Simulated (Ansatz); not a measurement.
**AlH7O2 (built from SMILES O.O.[AlH3]): search for a transition state**

Aim: find the saddle point of a ligand exchange through a proton shuttle that is to form Al1–O6, H5–O8, H2–H7 and break Al1–H2, H5–O6, H7–O8, prove it by its vibrations, and relax downhill on both sides to see what it joins.

Method: PBE0-D4, def2-SVP first, then def2-TZVP; program: Ansatz 0.2.0, Gaussian basis.

41 further runs of the same task are left out: 41 set aside as unsound or not needed.

## Step 1: The starting structure

The guess: 10 atoms, charge 0, spin multiplicity 1.

Atoms are counted from 1 here; the program's logs count them from 0.

Bond lengths: Al1–H3 1.541 Å, Al1–H4 1.540 Å, Al1–O6 2.177 Å, O6–H9 0.952 Å, O8–H10 0.959 Å. Angles: H3–Al1–H4 120.8°, H3–Al1–O6 109.9°, H4–Al1–O6 108.3°, Al1–O6–H9 136.2°.

As a file:

```xyz
10
charge 0, multiplicity 1
Al   -1.2943    0.4188   -0.7700
H    -0.7976   -1.3218    0.0873
H    -1.3858    0.3391   -2.3061
H    -2.3304    1.2185    0.0418
H     1.1741    0.0445    0.3862
O     0.6937    1.0820   -0.1808
H     0.1008   -1.3513    0.4915
O     1.2771   -1.1031    0.9296
H     1.3721    1.6357   -0.5537
H     1.1904   -0.9624    1.8743
```

Distances that are to change: Al1–O6 2.18 Å, H5–O8 1.27 Å, H2–H7 0.99 Å, Al1–H2 2.00 Å, H5–O6 1.28 Å, H7–O8 1.28 Å.

## Step 2: Relaxing the guess with the reacting distances held

Contents of hold/in.yaml:

```yaml
crystal:
  periodic: [false, false, false]
  atoms:
    - {symbol: Al, position_ang: [-1.294300, 0.418800, -0.770000]}
    - {symbol: H, position_ang: [-0.797600, -1.321800, 0.087300]}
    - {symbol: H, position_ang: [-1.385800, 0.339100, -2.306100]}
    - {symbol: H, position_ang: [-2.330400, 1.218500, 0.041800]}
    - {symbol: H, position_ang: [1.174100, 0.044500, 0.386200]}
    - {symbol: O, position_ang: [0.693700, 1.082000, -0.180800]}
    - {symbol: H, position_ang: [0.100800, -1.351300, 0.491500]}
    - {symbol: O, position_ang: [1.277100, -1.103100, 0.929600]}
    - {symbol: H, position_ang: [1.372100, 1.635700, -0.553700]}
    - {symbol: H, position_ang: [1.190400, -0.962400, 1.874300]}
basis:
  gaussian: {orbitals: def2-SVP}
hamiltonian: {xc: pbe0, dispersion: d4}
relax: {f_tol: 0.08, max_steps: 120, escape_saddle: false, constraints: [{distance: [0, 5]}, {distance: [4, 7]}, {distance: [1, 6]}, {distance: [0, 1]}, {distance: [4, 5]}, {distance: [6, 7]}]}
```

The command line of these runs was not kept.

After this run come: Saddle search in the small basis; Saddle search in triple zeta; Checking the order of the point; Relaxing after a step of 0.30 Å one way along the mode; Relaxing after a step of 0.30 Å the other way along the mode.

Before running it: what results should come out? Wanted: imaginary mode; barrier from the start side; barrier from the end side; energy of the step; pairs that change; zero-point energy at the saddle.

As calculated:

| quantity | value |
| --- | --- |
| imaginary mode | 1019i cm⁻¹ |
| barrier from the start side | 9.6 kcal/mol |
| barrier from the end side | 11.4 kcal/mol |
| energy of the step | -1.8 kcal/mol |
| pairs that change | Al1–O6 tightened, H2–H7 formed, H5–O8 formed, Al1–H2 broken, H5–O6 broken, H7–O8 broken |
| zero-point energy at the saddle | 1.802 eV |

**Reading.** The point has a single imaginary mode (1019i cm⁻¹), as a transition state must. Going downhill both ways gives the intended start and end. At PBE0-D4/def2-TZVP the electronic barrier is 9.6 kcal/mol, about 16 kT at 298 K, and the step runs 1.8 kcal/mol downhill. With so stiff a mode tunnelling counts: Wigner's rough correction is a factor of 2.0 at 298 K. A step off the saddle overshot and began above it in energy, so the link to its end is likely but not proven. Lower complexes than these ends may exist.
